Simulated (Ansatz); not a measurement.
# C2H12Al2N2: small, medium and large basis sets

How large a basis does C2H12Al2N2 need? Two functionals are run in growing sets.

Program: Ansatz 0.2.0, Gaussian basis. Level of theory: one geometry, several basis sets. These are calculated values, not measurements.

Plan: PBE0-D4/def2-SVP; ωB97M-V/def2-SVP; PBE0-D4/def2-QZVPP; ωB97M-V/def2-QZVPP; the functionals' def2-TZVPP values are taken from earlier runs.

## 1. The geometry

An earlier PBE0-D4 in a triple-zeta def2 set relaxation fixed the geometry.

SMILES `[CH3][Al@H-]1[NH2+][Al@@H-]([CH3])[NH2+]1`, 18 atoms, charge 0, spin multiplicity 1.

Atoms are counted from 1 here; the program's logs count them from 0.

Bond lengths: C1–Al2 1.960 Å, C1–H7 1.095 Å, C1–H8 1.096 Å, C1–H9 1.095 Å, Al2–N3 1.959 Å, Al2–N6 1.959 Å, Al2–H10 1.596 Å, N3–Al4 1.959 Å, N3–H11 1.014 Å, N3–H12 1.014 Å, Al4–C5 1.960 Å, Al4–N6 1.959 Å, Al4–H13 1.596 Å, C5–H14 1.095 Å, C5–H15 1.096 Å, C5–H16 1.095 Å, N6–H17 1.014 Å, N6–H18 1.014 Å. Angles: Al2–C1–H7 111.9°, Al2–C1–H8 112.2°, Al2–C1–H9 111.9°, H7–C1–H8 107.0°, H7–C1–H9 106.6°, H8–C1–H9 107.0°, C1–Al2–N3 110.3°, C1–Al2–N6 110.3°, C1–Al2–H10 123.5°, N3–Al2–N6 87.8°, N3–Al2–H10 109.6°, N6–Al2–H10 109.6°, Al2–N3–Al4 92.1°, Al2–N3–H11 114.7°, Al2–N3–H12 114.3°, Al4–N3–H11 114.7°, Al4–N3–H12 114.3°, H11–N3–H12 106.8° and more.

## 2. PBE0-D4 in def2-SVP

in.yaml

```yaml
crystal:
  periodic: [false, false, false]
  atoms:
    - {symbol: C, position_ang: [0.473265, 2.453469, -0.192532]}
    - {symbol: Al, position_ang: [1.183956, 0.830512, 0.646543]}
    - {symbol: N, position_ang: [1.276007, -0.626267, -0.659709]}
    - {symbol: Al, position_ang: [-0.236205, -1.557536, 0.167098]}
    - {symbol: C, position_ang: [-1.826940, -1.415057, -0.969721]}
    - {symbol: N, position_ang: [-0.252638, -0.158773, 1.538272]}
    - {symbol: H, position_ang: [1.197344, 2.910476, -0.875072]}
    - {symbol: H, position_ang: [-0.434518, 2.256335, -0.774195]}
    - {symbol: H, position_ang: [0.218259, 3.217679, 0.549066]}
    - {symbol: H, position_ang: [2.492555, 0.812453, 1.560435]}
    - {symbol: H, position_ang: [1.123658, -0.342820, -1.620909]}
    - {symbol: H, position_ang: [2.145561, -1.146832, -0.642877]}
    - {symbol: H, position_ang: [0.267139, -2.929472, 0.809272]}
    - {symbol: H, position_ang: [-1.748717, -2.045897, -1.861334]}
    - {symbol: H, position_ang: [-1.998105, -0.389683, -1.317018]}
    - {symbol: H, position_ang: [-2.734066, -1.729930, -0.443389]}
    - {symbol: H, position_ang: [-1.128038, 0.346118, 1.617056]}
    - {symbol: H, position_ang: [-0.018506, -0.484774, 2.469023]}
basis:
  gaussian: {orbitals: def2-SVP}
hamiltonian: {xc: pbe0, dispersion: d4}
output: {orbitals: {seedname: orbitals}}
```

Started as:

```sh
$ ansatz run in.yaml --threads 8 --pin off --events-out ev --progress --plain --max-ram 20889MiB
```

After this run come: ωB97M-V in def2-SVP; PBE0-D4 in def2-QZVPP; ωB97M-V in def2-QZVPP.

Q: Predict the results of all the runs planned. Wanted: PBE0-D4: double and triple zeta above quadruple; ωB97M-V: double and triple zeta above quadruple.

**Answer**, as computed:

| quantity | value |
| --- | --- |
| PBE0-D4: double and triple zeta above quadruple | 11.36, 0.74 eV |
| ωB97M-V: double and triple zeta above quadruple | 11.60, 0.70 eV |

**Reading.** PBE0-D4 gains 10.62 eV from double to triple zeta, then 0.74 eV more. These are total energies; as a rule much of such shifts cancels in differences, which this series doesn't test. The LUMO of ωB97M-V is positive and keeps falling with the basis (2.25 to 0.81 eV): an unbound level that the basis holds in place.
